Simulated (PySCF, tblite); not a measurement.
# C5H16N2Si: geometry, infrared bands and NMR shifts

Aim: predict the infrared bands and NMR shifts of C5H16N2Si (`CN[C@@](C)(CN)[SiH2]C`).

The runs use tblite 0.8.0 and PySCF 2.14.0, with density-fitted response routines of our own; the level of theory stands in each step. All values are computed, except where a source is named. Atoms count from 0, in the outputs and in this text.

## Step 1: The molecule as given

24 atoms, charge 0, multiplicity 1; geometry from: force field or distance geometry start.

Bonds of the start (Å): C0–N1 1.42, N1–C2 1.45, C2–C3 1.51, C2–C4 1.51, C4–N5 1.46, C2–Si6 1.86, Si6–C7 1.87, C0–H8 1.13, C0–H9 1.12, C0–H10 1.11, N1–H11 1.04, C3–H12 1.11, C3–H13 1.12, C3–H14 1.13, C4–H15 1.10, C4–H16 1.12, N5–H17 1.05, N5–H18 1.05, Si6–H19 1.47, Si6–H20 1.49, C7–H21 1.12, C7–H22 1.08, C7–H23 1.09.

## Step 2: Optimising the geometry with GFN2-xTB

Job settings and geometry (Å):

```
{"job": {"kind": "relax", "xc": "GFN2-xTB", "basis": "xTB"}, "charge": 0, "multiplicity": 1}
C     -2.617700    -0.067800    -0.056300
N     -1.470900     0.583000     0.470300
C     -0.202300    -0.052400     0.193900
C     -0.135900    -1.462900     0.716600
C     -0.015300    -0.010700    -1.305100
N     -0.008400     1.370500    -1.780600
Si     1.240400     0.875600     0.920500
C      2.762400    -0.202700     0.739300
H     -3.086500     0.552700    -0.869900
H     -3.365300    -0.320200     0.742300
H     -2.305200    -1.012100    -0.548200
H     -1.569700     0.980100     1.423800
H     -0.527600    -2.203000    -0.006800
H      0.917100    -1.708000     0.996400
H     -0.756800    -1.488100     1.665000
H     -0.811700    -0.542100    -1.843000
H      0.991400    -0.435500    -1.551000
H     -0.971600     1.784500    -1.735800
H      0.231100     1.389900    -2.801200
H      1.432300     2.120700     0.171800
H      1.022700     1.185500     2.357100
H      2.969200    -0.799900     1.662500
H      2.619200    -0.907800    -0.067800
H      3.647300     0.390700     0.513800
```

Launch:

```console
> OMP_NUM_THREADS=1 python probes_run.py task.json out
```

One launch serves the whole session: the jobs run in the order shown.

**Question.** This job is followed by: GFN2-xTB harmonic vibrations, gas phase; GIAO PBE0/pcSseg-1 NMR shielding, non-relativistic, gas phase. Predict these results of the whole session: strongest single infrared mode (GFN2-xTB); zero-point energy (GFN2-xTB); 13C shifts against TMS (PBE0/pcSseg-1); 1H shifts against TMS (PBE0/pcSseg-1, means over atoms taken as alike); 15N shifts against NH3 (PBE0/pcSseg-1); 29Si shifts against TMS (PBE0/pcSseg-1); surface potential, 1st and 99th percentile.

The runs gave:

| quantity | value |
| --- | --- |
| strongest single infrared mode (GFN2-xTB) | 2108 cm⁻¹, 403 km/mol |
| zero-point energy (GFN2-xTB) | 129.6 kcal/mol |
| 13C shifts against TMS (PBE0/pcSseg-1) | 52.8, 45.5, 28.5, 21.1, -7.6 ppm |
| 1H shifts against TMS (PBE0/pcSseg-1, means over atoms taken as alike) | 4.28, 3.75, 3.30, 2.45, 2.09, 1.35, 1.13, 0.23, 0.07 ppm |
| 15N shifts against NH3 (PBE0/pcSseg-1) | 47.8, 46.5 ppm |
| 29Si shifts against TMS (PBE0/pcSseg-1) | -35.4 ppm |
| surface potential, 1st and 99th percentile | -1.24 V and 1.19 V |

**Reading.** Relaxing lowered the energy by 0.797 eV in 187 steps; the close pair that moved most is C2–Si6, from 1.863 to 1.926 Å. No mode is imaginary among the 66: a minimum at this level. The strongest single mode, at 2108 cm⁻¹, moves mainly H20. GFN2-xTB is a fitted tight-binding method: band positions and strengths are rough. Its intensities can rank the bands wrongly. The most deshielded carbon is C2 (fully substituted sp3 carbon bonded to N and Si), at 52.8 ppm: pulled downfield by the heteroatom. At PBE0/pcSseg-1: The largest span, 108 ppm, is at Si6, where the paramagnetic term is -497 ppm.
